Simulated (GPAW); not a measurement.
# Ta4O (P4/mmm) in GPAW: a series of runs

One crystal, Ta4O, is run at these levels: r2SCAN, PBE; tasks: band structure, equation of state.

All numbers are computed with GPAW 26.7.0; they aren't measurements. Logs are shortened: lines on timing, memory, paths and dates and some standing lists are left out, and cuts for length are marked. The log counts tension as positive stress, the text compression.

## (1) Starting point

It takes space group P4/mmm (No. 123, tetragonal). Conventional cell: a = 3.257 Å, b = 3.257 Å, c = 7.409 Å, α = 90.00°, β = 90.00°, γ = 90.00°. Ta (site symmetry 4/mmm) is surrounded by 8 Ta at 2.81 Å. Around Ta (site symmetry 4mm) lie 1 O at 2.10 Å. Ta (site symmetry 4/mmm) is surrounded by 4 O at 2.30 Å. Around O (site symmetry 4/mmm) lie 6 Ta at 2.10 to 2.30 Å.

The cell comes from a database or a generator and needn't be the stable form of this composition.

## (2) Band structure, r2SCAN

run.py reads:

```python
from ase import Atoms
from ase.dft.bandgap import bandgap
from ase.io import write
from ase.units import GPa
from gpaw import GPAW, PW

atoms = Atoms(['Ta', 'Ta', 'Ta', 'Ta', 'O'],
              cell=[[3.257497, 0.0, 0.0],
                    [0.0, 3.257497, 0.0],
                    [0.0, 0.0, 7.409341]],
              scaled_positions=[[0.0, 0.0, 0.0],
                                [0.5, 0.5, 0.216842],
                                [0.5, 0.5, 0.783158],
                                [0.0, 0.0, 0.5],
                                [0.5, 0.5, 0.5]],
              pbc=True)

calc = GPAW(mode=PW(800),
            xc='MGGA_X_R2SCAN+MGGA_C_R2SCAN',
            kpts={'size': (6, 6, 3), 'gamma': True},
            occupations={'name': 'fermi-dirac', 'width': 0.05},
            nbands=52,
            convergence={'density': 1e-05, 'energy': 1e-05},
            maxiter=150,
            txt='gpaw.txt')
atoms.calc = calc
energy = atoms.get_potential_energy()
forces = atoms.get_forces()
stress = atoms.get_stress()
calc.write('gs.gpw')
write('result.traj', atoms)
print(f'Energy: {energy:.6f} eV')
print('Forces (eV/A):')
print(forces.round(4))
print('Stress (GPa):', (stress / GPa).round(3))
print('Fermi level:', round(calc.get_fermi_level(), 4), 'eV')
print(f'Gap: {bandgap(calc)[0]:.4f} eV, direct: {bandgap(calc, direct=True)[0]:.4f} eV')

path = atoms.cell.bandpath('GXMGZRAZ,XR,MA', npoints=60, eps=1e-4)
bs_calc = calc.fixed_density(kpts=path, symmetry='off', nbands=73,
                             convergence={'bands': 'CBM+6.0', 'eigenstates': 1e-6}, txt='bands.txt')
bs = bs_calc.band_structure()
bs.write('bs.json')
print(f'Gap on the path: {bandgap(bs_calc)[0]:.4f} eV')
```

Potentials or basis: GPAW PAW data sets (gpaw-data 1.2.1), pw.

On the command line:

```sh
> OMP_NUM_THREADS=1 python run.py
```

gpaw.txt:

```text
__  _  _
 | _ |_)|_||  |
 |__||  | ||/\| - 26.7.0

Input parameters:
  mode=PW(ecut=800.0),
  convergence={'density': 1e-05, 'energy': 1e-05},
  kpts=MonkhorstPack(size=(6, 6, 3), gamma=True),
  maxiter=150,
  nbands=52,
  occupations=Occupations(name='fermi-dirac', width=0.05),
  xc=XC(name='MGGA_X_R2SCAN+MGGA_C_R2SCAN')

Diagonalizing LCAO Hamiltonian
Converting LCAO to pw mode
   .-------.
  /|       |
 * |       |
 | |  Ta   |
 | |       |
 | |  O    |
 Ta|       |
 | |       |
 | |  Ta   |
 | .-------.
 |/       /
 Ta------*

Atoms  # Å, Bohr magnetons
|   | symbol |        x |        y |        z |    initial magnetic moments |
|---|--------|----------|----------|----------|-----------------------------|
| 0 |     Ta | 0.000000 | 0.000000 | 0.000000 | ( 0.0000,  0.0000,  0.0000) |
| 1 |     Ta | 1.628748 | 1.628748 | 1.606656 | ( 0.0000,  0.0000,  0.0000) |
| 2 |     Ta | 1.628748 | 1.628748 | 5.802685 | ( 0.0000,  0.0000,  0.0000) |
| 3 |     Ta | 0.000000 | 0.000000 | 3.704671 | ( 0.0000,  0.0000,  0.0000) |
| 4 |      O | 1.628748 | 1.628748 | 3.704671 | ( 0.0000,  0.0000,  0.0000) |

Unit cell  # Å
| periodic |        x |        y |        z |  lengths |    angles |
|----------|----------|----------|----------|----------|-----------|
|      yes | 3.257497 | 0.000000 | 0.000000 | 3.257497 | 90.000000 |
|      yes | 0.000000 | 3.257497 | 0.000000 | 3.257497 | 90.000000 |
|      yes | 0.000000 | 0.000000 | 7.409341 | 7.409341 | 90.000000 |

Number of symmetries: 16
Symmetry operations  # r_c * U_cc + t_c -> r_c
|    | kind |            matrix            |
|----|------|------------------------------|
|  0 |  E   |  1, 0, 0,  0, 1, 0,  0, 0, 1 |
|  1 |  σ   |  1, 0, 0,  0, 1, 0,  0, 0,-1 |
|  2 |  σ   |  1, 0, 0,  0,-1, 0,  0, 0, 1 |
|  3 |  C2  |  1, 0, 0,  0,-1, 0,  0, 0,-1 |
|  4 |  σ   |  0, 1, 0,  1, 0, 0,  0, 0, 1 |
|  5 |  C2  |  0, 1, 0,  1, 0, 0,  0, 0,-1 |
|  6 |  C4  |  0, 1, 0, -1, 0, 0,  0, 0, 1 |
|  7 |  S4  |  0, 1, 0, -1, 0, 0,  0, 0,-1 |
|  8 |  C4  |  0,-1, 0,  1, 0, 0,  0, 0, 1 |
|  9 |  S4  |  0,-1, 0,  1, 0, 0,  0, 0,-1 |
| 10 |  σ   |  0,-1, 0, -1, 0, 0,  0, 0, 1 |
| 11 |  C2  |  0,-1, 0, -1, 0, 0,  0, 0,-1 |
| 12 |  σ   | -1, 0, 0,  0, 1, 0,  0, 0, 1 |
| 13 |  C2  | -1, 0, 0,  0, 1, 0,  0, 0,-1 |
| 14 |  C2  | -1, 0, 0,  0,-1, 0,  0, 0, 1 |
| 15 |  i   | -1, 0, 0,  0,-1, 0,  0, 0,-1 |

BZ-sampling:
  Number of BZ points: 108
  Number of IBZ points: 20

  Monkhorst-Pack size: [6, 6, 3]
  Monkhorst-Pack shift: [0.08333333333333333, 0.08333333333333333, 0.0]

K-points  # in reciprocal-cell coordinates
|     |                                coordinates |     weight |
|-----|--------------------------------------------|------------|
|   0 | (  0.00000000,   0.00000000,   0.00000000) | 0.00925926 |
|   1 | (  0.00000000,   0.00000000,   0.33333333) | 0.01851852 |
|   2 | (  0.16666667,   0.00000000,   0.00000000) | 0.03703704 |
|   3 | (  0.16666667,   0.00000000,   0.33333333) | 0.07407407 |
|   4 | (  0.16666667,   0.16666667,   0.00000000) | 0.03703704 |
|   5 | (  0.16666667,   0.16666667,   0.33333333) | 0.07407407 |
|   6 | (  0.33333333,   0.00000000,   0.00000000) | 0.03703704 |
|   7 | (  0.33333333,   0.00000000,   0.33333333) | 0.07407407 |
|   8 | (  0.33333333,   0.16666667,   0.00000000) | 0.07407407 |
|   9 | (  0.33333333,   0.16666667,   0.33333333) | 0.14814815 |
| ... |                                            |            |
|  19 | (  0.50000000,   0.50000000,   0.33333333) | 0.01851852 |

Plane wave coefficients: 4070
Cutoff: 800.0 eV

Spin-components: 1 (collinear spins)
Bands:           52
Projectors:      29
Spin-degeneracy: 2
Datatype:        complex128

Parallelization:
  kpt:    1
  domain: 1
  band:   1

Density:
  Valence electrons: 58.0
  Components: 1
  Grid points: [24 24 49]
  Charge: 0.0  # |e|

Potential:
  Grid points: [24 24 49]

species:
  Ta:
    name:    Tantalum
    Z:       73.0
    valence: 13
    core:    60
    charge:  0.0  # [|e|]
    compensation charges:
      type: gauss
      rc: 0.42  # [Å]
      lmax: 2
    cutoffs:
      filter: 2.36  # [Å]
      core: 3.45  # [Å]
    projectors
    | kind |    occ | energy [eV] | rcut [Å] |
    |------|--------|-------------|----------|
    |   5s |  2.000 |     -72.790 |    1.365 |
    |   6s |  2.000 |      -5.429 |    1.365 |
    |   5p |  6.000 |     -39.427 |    1.349 |
    |   6p |  0.000 |      -1.396 |    1.349 |
    |   5d |  3.000 |      -3.603 |    1.307 |
    |    d |        |      23.609 |    1.307 |

    Using partial waves for Ta as LCAO basis

  O:
    name:    Oxygen
    Z:       8.0
    valence: 6
    core:    2
    charge:  0.0  # [|e|]
    compensation charges:
      type: gauss
      rc: 0.21  # [Å]
      lmax: 2
    cutoffs:
      filter: 1.17  # [Å]
      core: 0.83  # [Å]
    projectors
    | kind |    occ | energy [eV] | rcut [Å] |
    |------|--------|-------------|----------|
    |   2s |  2.000 |     -23.961 |    0.688 |
    |   2p |  4.000 |      -9.029 |    0.598 |
    |    s |        |       3.251 |    0.688 |
    |    p |        |      18.182 |    0.598 |
    |    d |        |       0.000 |    0.619 |

    Using partial waves for O as LCAO basis

Reference energy: -1698730.617905  # eV

eigensolver:
  PPCG
  Converge bands: occupied
  niter=2

density mixing:
  MSR1-Mixer
  Pratt-step length: 0.05
  Maximum mixing coefficient: 0.75
  Old densities: 10
  SVD Regularization: 0.005
  Good broyden scale: 1.0
  Trust region scale: 1.0
  Backstep threshold: 4.0
  History deletion threshold: 6.0
  Fourier metric: weight=20.0, sigma=0.015

occupation numbers:
  Fermi-Dirac:
    width: 0.0500  # eV

poisson solver:
  ecut: 6400.0  # eV

xc functional:
  name: MGGA_X_R2SCAN+MGGA_C_R2SCAN with 2 nearest neighbor stencil

convergence criteria:
- Maximum integral of absolute [dens]ity change: 1e-05 electrons / valence electron
- Maximum [total energy] change in last 3 cyles: 1e-05 eV / valence electron
- Maximum integral of absolute [eigenst]ate change: 4e-08 eV^2 / valence electron
maximum number of iterations: 150

SCF iterations
|iter     | |      energy | eigst |  dens |
|---------|-|-------------|-------|-------|
|iter:   1| | -115.033389 | +0.19 |       |
|iter:   2| | -102.503970 | -1.37 | -1.09 |
|iter:   3| | -101.852828 | -1.70 | -1.21 |
|iter:   4| | -102.034148 | -2.02 | -1.45 |
|iter:   5| | -101.978378 | -2.46 | -1.61 |
|iter:   6| | -102.026046 | -2.73 | -1.86 |
|iter:   7| | -102.039782 | -3.38 | -2.30 |
|iter:   8| | -102.039591 | -4.23 | -2.64 |
|iter:   9| | -102.039014 | -5.15 | -3.09 |
|iter:  10| | -102.039091c| -6.13 | -3.83 |
|iter:  11| | -102.039049c| -7.03 | -4.18 |
|iter:  12| | -102.039061c| -7.60c| -4.77 |
|iter:  13| | -102.039060c| -8.24c| -5.47c|

Converged in 13 steps
Energy contributions relative to reference atoms: (reference = -1698730.617905)

Energy contributions:
  Kinetic:          63.108900
  Coulomb:         -63.786209
  Zero:             -0.921353
  External:          0.000000
  Xc:             -100.430400
  Entropy:          -0.019995
  Spinorbit:         0.000000
  ----------------------------
  Free energy:    -102.049058
  Extrapolated:   -102.039060

dipole moment: (-23.285321, -23.285321, -26.536194)  # |e|*Ang

Fermi level: 12.272
Eigenvalues  # (at kpt = [0.000, 0.000, 0.000])
| band index |      eig [eV] | occ [0-2] |
|------------|---------------|-----------|
|          0 |       -58.443 |     2.000 |
|        ... |               |           |
|         20 |         5.077 |     2.000 |
|         21 |         7.618 |     2.000 |
|         22 |         7.886 |     2.000 |
|         23 |         7.921 |     2.000 |
|         24 |         9.677 |     2.000 |
|         25 |        10.621 |     2.000 |
[... 8 lines left out ...]
|         34 |        13.982 |     0.000 |
|         35 |        14.119 |     0.000 |
|        ... |               |           |
|         51 |        31.084 |     0.000 |

No gap
No difference between direct/indirect transitions

Forces  # eV/Ang
|       x |       y |        z |
|---------|---------|----------|
| 0.00000 | 0.00000 |  0.00000 |  # Ta   0
| 0.00000 | 0.00000 |  0.32279 |  # Ta   1
| 0.00000 | 0.00000 | -0.32279 |  # Ta   2
| 0.00000 | 0.00000 |  0.00000 |  # Ta   3
| 0.00000 | 0.00000 |  0.00000 |  # O    4

Stress tensor  # eV/Ang^3
|        x |        y |        z |
|----------|----------|----------|
| 0.017413 | 0.000000 | 0.000000 |
| 0.000000 | 0.017413 | 0.000000 |
| 0.000000 | 0.000000 | 0.032701 |

# Writing to gs.gpw (mode='')
```

It took 10 min on 1 thread of Arm Neoverse V2, shared host; peak memory 0.81 GiB.

What came out:

```yaml
Free_energy: -102.0491 eV
Pressure: -3.6 GPa
Largest_force: 0.323 eV/Å
Band_gap_along_the_path: none (metal or under the smearing width)
```

Forces on the atoms (eV/Å):
```
Ta   0.000  0.000  0.000
Ta   0.000  0.000  0.323
Ta   0.000  0.000 -0.323
Ta   0.000  0.000  0.000
O    0.000  0.000  0.000
```

Levels at the corners of the path, in eV from the Fermi level:
| point | band 27 | band 28 | band 29 | band 30 | band 31 | band 32 |
| --- | --- | --- | --- | --- | --- | --- |
| Γ | -0.43 | -0.43 | 0.13 | 0.68 | 0.99 | 0.99 |
| X | -1.01 | -0.74 | 0.14 | 0.90 | 1.04 | 1.16 |
| M | -1.70 | -0.82 | -0.82 | 2.00 | 2.64 | 2.73 |
| Γ | -0.43 | -0.43 | 0.13 | 0.68 | 0.99 | 0.99 |
| Z | -0.52 | -0.52 | 0.56 | 0.67 | 0.67 | 1.09 |
| R | -1.09 | -0.81 | -0.49 | 1.13 | 1.26 | 1.74 |
| A | -1.87 | -0.19 | -0.19 | 1.94 | 1.94 | 2.00 |
| Z | -0.52 | -0.52 | 0.56 | 0.67 | 0.67 | 1.09 |
| X | -1.01 | -0.74 | 0.14 | 0.90 | 1.04 | 1.16 |
| R | -1.09 | -0.81 | -0.49 | 1.13 | 1.26 | 1.74 |
| M | -1.70 | -0.82 | -0.82 | 2.00 | 2.64 | 2.73 |
| A | -1.87 | -0.19 | -0.19 | 1.94 | 1.94 | 2.00 |

Caveat: the PAW data sets were made with another functional, which shifts forces and pressure a little; spin-orbit coupling is left out, which moves the levels of the heavy elements.

[end of part 1 of 2]
